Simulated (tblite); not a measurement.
# C6H9ClOSi: the cost of one run

The runs use tblite 0.8.0 and PySCF 2.14.0, with density-fitted response routines of our own; the level of theory stands in each step. All values are computed, except where a source is named. Atoms are numbered from 0 throughout.

## (1) The molecule as given

18 atoms, charge 0, multiplicity 1; geometry from: force field or distance geometry start.

Bonds of the start (Å): Si0–O1 1.73, O1–C2 1.40, C2–C3 1.31, C3–C4 1.49, C4–C5 1.51, C5–C6 1.49, C6–C7 1.33, C7–Cl8 1.74, C6–C2 1.47, Si0–H9 1.47, Si0–H10 1.48, Si0–H11 1.45, C3–H12 1.11, C4–H13 1.11, C4–H14 1.10, C5–H15 1.11, C5–H16 1.09, C7–H17 1.09.

## (2) Optimising the geometry with GFN2-xTB

The job: settings as JSON, then the geometry in Å.

```
{"job": {"kind": "relax", "xc": "GFN2-xTB", "basis": "xTB"}, "charge": 0, "multiplicity": 1}
Si     2.977400     0.372100    -0.557200
O      1.581400     0.785800     0.385100
C      0.385900     0.065300     0.342400
C      0.189400    -1.230700     0.418600
C     -1.251500    -1.586000     0.327600
C     -1.826200    -0.359900    -0.342300
C     -0.922300     0.710000     0.162100
C     -1.186700     1.984800     0.426000
Cl    -2.780700     2.647400     0.182100
H      4.080600     1.186800    -0.034800
H      2.651100     0.706200    -1.957100
H      3.267100    -1.038800    -0.356200
H      0.965400    -2.002300     0.572200
H     -1.704400    -1.639900     1.338500
H     -1.420700    -2.501000    -0.260400
H     -2.878800    -0.201800    -0.028200
H     -1.761600    -0.495900    -1.425200
H     -0.374300     2.604100     0.795200
```

On the command line:

```
OMP_NUM_THREADS=1 python probes_run.py task.json out
```

This one command runs all jobs of the session in turn.

**Question.** How long does this first job take on 1 thread of Arm Neoverse V1, shared host?

About 1.6 s.
